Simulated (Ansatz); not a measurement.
# SrBr3 (P6_3/mmc) in Ansatz: single point with RPBE

Aim: the single point of SrBr3 with RPBE.

Everything below comes from runs of Ansatz 0.2.0. Logs are shortened: lines on timing, memory, paths and dates and some standing lists are left out, and cuts for length are marked.

### 1 The structure

Symmetry: P6_3/mmc, No. 194, hexagonal system. Conventional cell: a = 6.764 Å, b = 6.764 Å, c = 6.024 Å, α = 90.00°, β = 90.00°, γ = 120.00°. Sr (site symmetry -6m2) has 12 Br at 3.38 to 3.55 Å as nearest neighbours. Br (site symmetry mm2) is surrounded by 8 Br at 3.26 to 3.63 Å and 4 Sr at 3.38 to 3.55 Å.

The cell comes from a database or a generator and needn't be the stable form of this composition.

### 2 Single point, RPBE

File input.yaml:

```yaml
crystal:
  lattice:
    - [6.7640622058, 0.0, 0.0]
    - [-3.3820311029, 5.857849703, 0.0]
    - [0.0, 0.0, 6.024258]
  atoms:
    - { symbol: Sr, position: [0.3333333333, 0.6666666667, 0.75] }
    - { symbol: Sr, position: [0.6666666667, 0.3333333333, 0.25] }
    - { symbol: Br, position: [0.172697005, 0.34539401, 0.25] }
    - { symbol: Br, position: [0.172697005, 0.827302995, 0.25] }
    - { symbol: Br, position: [0.65460599, 0.827302995, 0.25] }
    - { symbol: Br, position: [0.827302995, 0.65460599, 0.75] }
    - { symbol: Br, position: [0.827302995, 0.172697005, 0.75] }
    - { symbol: Br, position: [0.34539401, 0.172697005, 0.75] }
hamiltonian:
  xc: rpbe
  pseudopotentials: { kind: paw }
kpoints:
  mp_grid: { grid: [5, 5, 5] }
scf:
  occupations: { method: gaussian, width: 0.02 }
output:
  forces: true
  stress: true
  eigenvalues: true
```

Potentials or basis: Ansatz PAW.

Run with:

```sh
ansatz run input.yaml --threads 4 --pin off --max-ram 11264MiB --backend cpu --events-out ev --progress --plain --runs-dir out
```

The log of the run:

```text
Warning: RAYON_NUM_THREADS=4 ignored (pool sized by the plan → 4); use --threads N
Engine: ansatz 0.2.0, x86_64-unknown-linux-gnu
Pseudopotentials: kind: paw
Pseudopotential: Sr, paw, valence charge 10, recommended cutoff 420 eV (normal), Sr.paw.azcp
Pseudopotential: Br, paw, valence charge 7, recommended cutoff 420 eV (normal), Br.paw.azcp
Functional definition: RPBE
  parameter kappa = 0.804
  parameter beta = 0.06672455060314922
  exchange = rpbe_x(kappa = kappa, mu = beta*pi^2/3)
  correlation = pbe_c(beta = beta)
Crystal: 8 atoms, lattice volume = 238.698 Å³
Basis set: ecut = 420 eV, 4665 PW (Γ), exchange–correlation on 96×96×90 points (8 copies of the dense FFT grid, shifted against one another)
Bands: 39, of which v1, the nominal top of the filled ones, is band 31 counted from 1 (30 counted from 0)
Symmetry: 24 space group operations
Space group: P63/mmc (ITA 194), of the structure as read, at distance tolerance 6.2e-5 Å
k-points: 15 of 125
Non-local potential: Sr, projectors of the file, l = 0: 3, l = 1: 2, l = 2: 2
Non-local potential: Br, projectors of the file, l = 0: 2, l = 1: 2, l = 2: 2
PAW form: soft (Blöchl's): semilocal exchange-correlation on the pseudo side does not see the compensation charge
PAW frozen core: Sr, regenerated for the run's functional, and the local potential with it (the file was generated under x = pbe(κ = 0.804, μ = 0.2195149727645171), c = pbe(β = 0.06672455060314922))
PAW frozen core: Br, regenerated for the run's functional, and the local potential with it (the file was generated under x = pbe(κ = 0.804, μ = 0.2195149727645171), c = pbe(β = 0.06672455060314922))
PAW one-centre angular grid: Sr, 110 points (default); XC on 64 Gauss nodes
PAW one-centre angular grid: Br, 110 points (default); XC on 64 Gauss nodes
Initial density: superposition of atomic densities (neutral atoms: chi_scale 0, normalization atom), corrected by the library's trained network
Initial wavefunctions: pseudopotential atomic-orbital guess
Functional: x = rpbe, c = pbe(β = 0.06672455060314922)
SCF iter   1: F=—  HF=-23848.703291 eV  |F-HF|=—  |Δ(HF+E_count)|=         —  Δρ=2.91e-3  dr2=2.71e-2  ethr=1.77e-3  ⟨swp⟩=12.2  Hψ=3585  notcnv=0  defer=1
preconditioner: auto → Resta (q_TF=auto, 2.179 Å⁻¹)  ε∞=3.3  [insulator: Δε(μ)=0.031 eV  Ē_g=11.983 eV  σ=0.020 eV  W_gap=0.72  n_scr=46 (ndim 8)  ℏωp=18.3 eV  f_vac=0.001  D(μ)=9.65/eV (n_scr^D=70)  ε∞_Penn≈3.3]
SCF iter   2: F=—  HF=-23848.703614 eV  |F-HF|=—  |Δ(HF+E_count)|=   3.23e-4  Δρ=1.60e-3  dr2=8.01e-3  ethr=4.36e-5  ⟨swp⟩=3.3  Hψ=1208  notcnv=0  defer=46
SCF iter   3: F=—  HF=-23848.703285 eV  |F-HF|=—  |Δ(HF+E_count)|=   3.29e-4  Δρ=2.04e-4  dr2=1.43e-4  ethr=1.29e-5  ⟨swp⟩=2.9  Hψ=944  notcnv=0  defer=31
automatic band count: iteration 3 solves 38 bands in place of 39: the levels show a gap, and the empty bands left out lie too high to hold charge; the band table lists the bands solved (type scf.n_extra_bands for more)
SCF iter   4: F=—  HF=-23848.703384 eV  |F-HF|=—  |Δ(HF+E_count)|=   9.98e-5  Δρ=4.85e-5  dr2=6.02e-6  ethr=2.30e-7  ⟨swp⟩=2.1  Hψ=926  notcnv=0  defer=31
SCF iter   5: F=—  HF=-23848.703258 eV  |F-HF|=—  |Δ(HF+E_count)|=   1.26e-4  Δρ=8.60e-6  dr2=1.63e-7  ethr=9.72e-9  ⟨swp⟩=2.0  Hψ=969  notcnv=0  defer=31
SCF iter   6: F=-23848.703259 eV  HF=-23848.703259 eV  |F-HF|=4.33e-8  |Δ(HF+E_count)|=   6.64e-7  Δρ=2.28e-6  dr2=1.88e-8  ethr=1.61e-10  ⟨swp⟩=11.7  Hψ=2884  notcnv=0
SCF 1 converged in 6 iterations: F = -23848.703259 eV  dr2 = 1.88e-8
SCF converged after 6 iterations
Free energy (F): -23848.703259 eV
Harris-Foulkes:  -23848.703259 eV  (|F-HF|=4.33e-8)
Internal energy: -23848.701230 eV  (E = F + TS)
E sigma→0 (E₀):  -23848.702245 eV
Entropy (-TS):   -0.002028 eV (-0.254 meV/atom)
Fermi energy:    4.710086 eV
--- Per-component energies (eV) ---
  E_band       = -276.347737
  E_kinetic    = 1285.376619
  E_local      = -2406.326681  (includes V_loc(G=0)·N_el)
  E_nonlocal   = 819.342433
  E_hartree    = 556.914275
  E_xc         = -1935.316944
  E_vxc        = -940.223692  (∫ρ·V_xc dr)
  E_paw        = -18915.613358  (= ΣΔE_a)
  E_vpaw       = -148.343297  (= ΣTr[D̂ρ^β])
  E_aug_tail   = -0.000003  (compensation charges beyond the density's cutoff)
  E_ewald      = -3252.586853
  E_core_change = -0.490718  (= ΣΔE_core)
  E_smearing   = -0.002028  (= −TS)
  E_closure    = 0.000000  (closes the sum)
  Σ components = -23848.703259   (vs F -23848.703259, Δ=0.00e0)
--- Forces (eV/Å), atoms counted from 1 ---
  atom   1  Sr     0.00000000    -0.00000000     0.00000000
  atom   2  Sr     0.00000000     0.00000000     0.00000000
  atom   3  Br    -0.00000000    -0.04822464     0.00000000
  atom   4  Br    -0.04176376     0.02411232     0.00000000
  atom   5  Br     0.04176376     0.02411232     0.00000000
  atom   6  Br     0.00000000     0.04822464     0.00000000
  atom   7  Br     0.04176376    -0.02411232     0.00000000
  atom   8  Br    -0.04176376    -0.02411232     0.00000000
  max |Σ_I F_I| component: 2.08e-17 eV/Å
--- Stress (GPa, compression-positive) ---
        1.471546       0.000000       0.000000
        0.000000       1.471546       0.000000
        0.000000       0.000000       1.826651
  P = ⅓ Tr σ = 1.5899 GPa (15.899 kbar)
--- Band table (eV; the first three rows and the last of 15) ---
  k-point 0: bands = ["-30.2723", "-30.2704", "-12.2272", "-12.2248", "-12.2248", "-12.2054", "-12.2054", "-12.2046", "-9.6650", "-9.1277", "-8.7620", "-8.7620", "-8.5116", "-8.5116", "0.7958", "1.3294", "1.3489", "1.7419", "1.7419", "2.1510", "2.1510", "2.6875", "2.6875", "3.6661", "3.6661", "3.7258", "3.9319", "4.5358", "4.9238", "4.9238", "4.9874", "4.9874", "8.3758", "9.1482", "9.2608", "9.2608", "9.6571", "9.6571"]
  k-point 1: bands = ["-30.2721", "-30.2706", "-12.2319", "-12.2220", "-12.2220", "-12.2142", "-12.2062", "-12.2062", "-9.6045", "-9.1694", "-8.7412", "-8.7412", "-8.5388", "-8.5388", "0.8601", "1.1163", "1.6391", "1.6391", "1.7035", "1.9674", "1.9674", "2.9886", "2.9886", "3.4953", "3.7939", "3.8449", "3.8449", "4.4473", "4.9259", "4.9259", "4.9721", "4.9721", "8.7719", "9.1095", "9.1661", "9.1661", "9.3481", "9.3481"]
  k-point 2: bands = ["-30.2716", "-30.2710", "-12.2377", "-12.2313", "-12.2156", "-12.2156", "-12.2096", "-12.2096", "-9.4552", "-9.2888", "-8.6838", "-8.6838", "-8.6066", "-8.6066", "0.9894", "1.0572", "1.5745", "1.5745", "1.6959", "1.6959", "2.1256", "2.7199", "3.5522", "3.5522", "3.9271", "3.9271", "3.9801", "4.2285", "4.9314", "4.9314", "4.9446", "4.9446", "9.0250", "9.0250", "9.1934", "9.2023", "9.4129", "9.4129"]
  k-point 14: bands = ["-30.2713", "-30.2712", "-12.2640", "-12.2608", "-12.2335", "-12.2175", "-12.2034", "-12.2004", "-9.1299", "-9.1128", "-8.9309", "-8.8090", "-8.6615", "-8.6180", "1.2209", "1.3686", "1.8430", "1.9318", "2.2034", "2.2853", "2.5700", "2.6653", "2.7436", "2.9589", "3.2105", "3.2757", "3.6821", "3.8267", "3.9948", "4.2163", "4.4885", "4.5532", "9.9347", "9.9797", "10.0185", "10.1143", "10.1454", "10.2761"]
```

Wall time 3.2 s (4 threads of Intel Xeon at 2.70GHz, shared host); peak memory 0.64 GiB.

What came out:

| Item | Value |
| --- | --- |
| Free energy | -23848.7033 eV |
| Pressure | 1.6 GPa |
| Largest force | 0.048 eV/Å |
| Band gap on the k mesh | none (metal or under the smearing width) |

Forces in eV/Å, atoms in the order of the input:
```
Sr   0.000  0.000  0.000
Sr   0.000  0.000  0.000
Br   0.000 -0.048  0.000
Br  -0.042  0.024  0.000
Br   0.042  0.024  0.000
Br   0.000  0.048  0.000
Br   0.042 -0.024  0.000
Br  -0.042 -0.024  0.000
```

Stress tensor (GPa, compression positive):
```
1.47 0.00 0.00
0.00 1.47 0.00
0.00 0.00 1.83
```

Caveat: the PAW data sets come from PBE, with cores solved anew for the run's functional, which leaves a small shift of forces and pressure.
